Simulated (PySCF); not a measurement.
**Solver options tried on SnF**

Do solver options change the result for SnF, or only the number of cycles?

The runs use PySCF 2.14.0; method and basis as typed in the scripts.

1 further run of the same task is left out (for a known fault of the program).

**1. The system as given**

SnF: 2 atoms, charge 0, spin multiplicity 2.

Bond lengths: Sn1–F2 1.965 Å.

**2. The run that the others are compared with**

Input file input.py:

```python
from pyscf import gto, scf

mol = gto.M(
    atom='Sn 0 0 0; F 0 0 1.965',
    basis='def2-svp',
    ecp={'Sn': 'def2-svp'},
    charge=0,
    spin=1,
    verbose=4,
)
mf = scf.UHF(mol)
mf.kernel()
mf.stability(internal=True, external=True)
mf.dip_moment()
print('orbital energies (hartree):', [e[max(0, n-3):n+3].round(4) for e, n in zip(mf.mo_energy, mol.nelec)])
```

Started as:

```bash
$ OMP_NUM_THREADS=1 python input.py
```

Its log is not repeated here.

It gives: E(SCF) = -312.722864 Eh, 11 cycles, ⟨S²⟩ = 0.763, μ = 3.21 D, internal stable; real -> complex stable; UHF/UKS -> GHF/GKS unstable.

The bond length is a typed value, not an optimised one.

**3. DIIS space 4**

Variant 1 changes DIIS space: default → 4.

Input file input.py:

```python
from pyscf import gto, scf

mol = gto.M(
    atom='Sn 0 0 0; F 0 0 1.965',
    basis='def2-svp',
    ecp={'Sn': 'def2-svp'},
    charge=0,
    spin=1,
    verbose=4,
)
mf = scf.UHF(mol)
mf.diis_space = 4
mf.kernel()
mf.stability(internal=True, external=True)
mf.dip_moment()
print('orbital energies (hartree):', [e[max(0, n-3):n+3].round(4) for e, n in zip(mf.mo_energy, mol.nelec)])
```

Started as:

```bash
$ OMP_NUM_THREADS=1 python input.py
```

**4. Initial guess random**

Variant 2 changes initial guess: minao → random.

input.py, as its differences from that of step 2:

```diff
@@ -11,2 +11,3 @@
 mf = scf.UHF(mol)
+mf.init_guess = 'random'
 mf.kernel()
```

**5. Smearing width 0.005 hartree**

Variant 3 changes smearing width: none → 0.005 hartree; step after the SCF: stability → none.

input.py, as its differences from that of step 2:

```diff
@@ -11,4 +11,4 @@
 mf = scf.UHF(mol)
+mf = scf.addons.smearing_(mf, sigma=0.005, method='fermi')
 mf.kernel()
-mf.stability(internal=True, external=True)
 mf.dip_moment()
```

**6. DIIS space 20**

Variant 4 changes DIIS space: default → 20.

input.py, as its differences from that of step 2:

```diff
@@ -11,2 +11,3 @@
 mf = scf.UHF(mol)
+mf.diis_space = 20
 mf.kernel()
```

**7. Initial guess huckel**

Variant 5 changes initial guess: minao → huckel.

input.py, as its differences from that of step 2:

```diff
@@ -11,2 +11,3 @@
 mf = scf.UHF(mol)
+mf.init_guess = 'huckel'
 mf.kernel()
```

**8. Level shift 1 hartree**

Variant 6 changes level shift: none → 1 hartree.

input.py, as its differences from that of step 2:

```diff
@@ -11,2 +11,3 @@
 mf = scf.UHF(mol)
+mf.level_shift = 1.0
 mf.kernel()
```

What does the calculation give? Wanted: for each run, E(SCF); from base; gap, α spin; SCF dipole; after the SCF.

The runs gave:

```csv
run,E(SCF) (hartree),from base (eV),cycles,"gap, α spin (eV)",SCF dipole (D),after the SCF
base,-312.722864,0,11,7.00,3.21,unstable: UHF/UKS -> GHF/GKS
DIIS space 4,-312.722864,0.0000,13,7.00,3.21,unstable: UHF/UKS -> GHF/GKS
initial guess random,-312.722864,0.0000,11,7.00,3.21,unstable: UHF/UKS -> GHF/GKS
smearing width 0.005 hartree,-312.618981,+2.8268,9,n/a,3.17,n/a
DIIS space 20,-312.722864,0.0000,11,7.00,3.21,unstable: UHF/UKS -> GHF/GKS
initial guess huckel,-312.722864,0.0000,11,7.00,3.21,unstable: UHF/UKS -> GHF/GKS
level shift 1 hartree,-312.722864,0.0000,24,7.00,3.21,unstable: UHF/UKS -> GHF/GKS
```

Distance from each run's final energy (log10 hartree) by cycle:

```csv
run,cycle 1,cycle 2,cycle 3,cycle 5,cycle 8,cycle 12
base,-0.5,-1.8,-2.9,-4.4,-6.7,done
DIIS space 4,-0.5,-1.8,-2.9,-4.4,-6.3,-9.4
initial guess random,-0.5,-1.8,-2.9,-4.4,-6.7,done
smearing width 0.005 hartree,-0.5,-1.7,-3.1,-5.1,-8.7,done
DIIS space 20,-0.5,-1.8,-2.9,-4.4,-6.7,done
initial guess huckel,-1.2,-1.5,-3.7,-5.0,-7.5,done
level shift 1 hartree,-0.7,-1.6,-2.0,-2.6,-3.7,-5.1
```

What this shows: With DIIS space 4 or initial guess random or DIIS space 20 or initial guess huckel or level shift 1 hartree the SCF ends at the base energy. PySCF falls back to minao for a guess that it doesn't know or can't read, so that run repeats the base. The base needs 11 cycles and the run with level shift 1 hartree needs 24.
